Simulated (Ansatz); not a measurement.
# CH8InN: up Jacob's ladder to CCSD(T)

The task here is to estimate one member of a computed series from the others.

Program: Ansatz 0.2.0, Gaussian basis. Level of theory: functionals in def2-TZVPP, the program's frozen cores in correlated methods. These are calculated values, not measurements.

The runs, in order: LDA (SPW92), PBE-D4, revPBE-D4, BLYP-D4, r2SCAN-D4, B97M-V, PBE0-D4, B3LYP-D4, r2SCANh-D4, r2SCAN0-D4, HSE06-D4, BHLYP-D4, CAM-B3LYP-D4, LC-ωPBE, ωB97X-V, ωB97M-V, B2PLYP, PBE-QIDH; CCSD(T)/def2-SVP; CCSD(T)/def2-TZVPP; MP2/def2-QZVPP; extrapolation to the limit; RPA on PBE.

## Structure used throughout

The geometry comes from an earlier relaxation with PBE0-D4 in a triple-zeta def2 set; it is a stationary point, not always the lowest conformer. In takes the def2 core potential; no spin-orbit term is included.

11 atoms, charge 0, spin multiplicity 1.

Atoms are counted from 1 here; the program's logs count them from 0.

Bond lengths: C1–N2 1.465 Å, C1–H4 1.090 Å, C1–H5 1.094 Å, C1–H6 1.090 Å, N2–In3 2.376 Å, N2–H7 1.014 Å, N2–H8 1.014 Å, In3–H9 1.738 Å, In3–H10 1.738 Å, In3–H11 1.737 Å. Angles: N2–C1–H4 108.9°, N2–C1–H5 112.9°, N2–C1–H6 108.9°, H4–C1–H5 109.0°, H4–C1–H6 107.8°, H5–C1–H6 109.0°, C1–N2–In3 113.4°, C1–N2–H7 110.7°, C1–N2–H8 110.7°, In3–N2–H7 107.6°, In3–N2–H8 107.6°, H7–N2–H8 106.7°, N2–In3–H9 96.0°, N2–In3–H10 95.9°, N2–In3–H11 97.3°, H9–In3–H10 118.5°, H9–In3–H11 118.9°, H10–In3–H11 118.9°.

Geometry (Å):

```xyz
11
CH8InN
C     1.20924   -0.83747    0.12109
N     0.50159    0.39966    0.46086
In   -1.66694    0.53854   -0.50012
H     1.30345   -0.90457   -0.96281
H     2.20481   -0.89605    0.57007
H     0.61648   -1.68803    0.45791
H     1.02696    1.20925    0.15066
H     0.39744    0.48828    1.46536
H    -1.13921    0.43963   -2.15302
H    -2.29086   -0.89569    0.25760
H    -2.09748    2.08944    0.15312
```

Set-up of the first run:

in.yaml reads:

```yaml
crystal:
  periodic: [false, false, false]
  atoms:
    - {symbol: C, position_ang: [1.209241, -0.837465, 0.121088]}
    - {symbol: N, position_ang: [0.501590, 0.399661, 0.460862]}
    - {symbol: In, position_ang: [-1.666936, 0.538544, -0.500124]}
    - {symbol: H, position_ang: [1.303452, -0.904568, -0.962810]}
    - {symbol: H, position_ang: [2.204811, -0.896053, 0.570065]}
    - {symbol: H, position_ang: [0.616482, -1.688028, 0.457910]}
    - {symbol: H, position_ang: [1.026965, 1.209247, 0.150656]}
    - {symbol: H, position_ang: [0.397444, 0.488276, 1.465357]}
    - {symbol: H, position_ang: [-1.139207, 0.439633, -2.153024]}
    - {symbol: H, position_ang: [-2.290862, -0.895686, 0.257603]}
    - {symbol: H, position_ang: [-2.097479, 2.089439, 0.153117]}
basis:
  gaussian: {orbitals: def2-TZVPP}
hamiltonian: {xc: lda}
output: {orbitals: {seedname: orbitals}}
```

On the command line:

```bash
$ ansatz run in.yaml --threads 4 --pin off --events-out ev --progress --plain --max-ram 10444MiB
```

Steps of the session up to this table: LDA; PBE-D4 (GGA); revPBE-D4 (GGA); BLYP-D4 (GGA); r2SCAN-D4 (meta-GGA); B97M-V (meta-GGA); PBE0-D4 (hybrid); B3LYP-D4 (hybrid); r2SCANh-D4 (hybrid); r2SCAN0-D4 (hybrid); HSE06-D4 (hybrid); BHLYP-D4 (hybrid); CAM-B3LYP-D4 (range-separated); LC-ωPBE (range-separated); ωB97X-V (range-separated); ωB97M-V (range-separated); B2PLYP (double hybrid); PBE-QIDH (double hybrid).

One table of the session follows, with a row left open; its other results are not shown here.

It belongs to the step «Orbital energies across the functionals». 

| functional | HOMO (eV) | gap (eV) |
| --- | --- | --- |
| LDA (SPW92) | -6.18 | 4.92 |
| PBE-D4 | -6.10 | 5.02 |
| revPBE-D4 | -6.06 | 5.07 |
| BLYP-D4 | -6.01 | 4.96 |
| r2SCAN-D4 | ? | ? |
| B97M-V | -6.49 | 5.51 |
| PBE0-D4 | -7.27 | 6.93 |
| B3LYP-D4 | -7.10 | 6.48 |
| r2SCANh-D4 | -6.82 | 6.49 |
| r2SCAN0-D4 | -7.47 | 7.46 |
| HSE06-D4 | -6.87 | 6.18 |
| BHLYP-D4 | -8.39 | 8.64 |
| CAM-B3LYP-D4 | -8.65 | 9.04 |
| LC-ωPBE | -10.00 | 11.47 |
| ωB97X-V | -9.67 | 11.00 |
| ωB97M-V | -9.50 | 10.39 |

**Question.** Estimate the row for r2SCAN-D4.

Worked estimate for «HOMO (eV)». Against the share of exact exchange, r2SCANh-D4 (0.1, -6.82), r2SCAN0-D4 (0.25, -7.47) give a slope of -4.33 per unit share; at 0 the line stands at -6.39.

The run gave: HOMO (eV): -6.39; gap (eV): 5.83. In «HOMO (eV)» the line misses by 0.00.
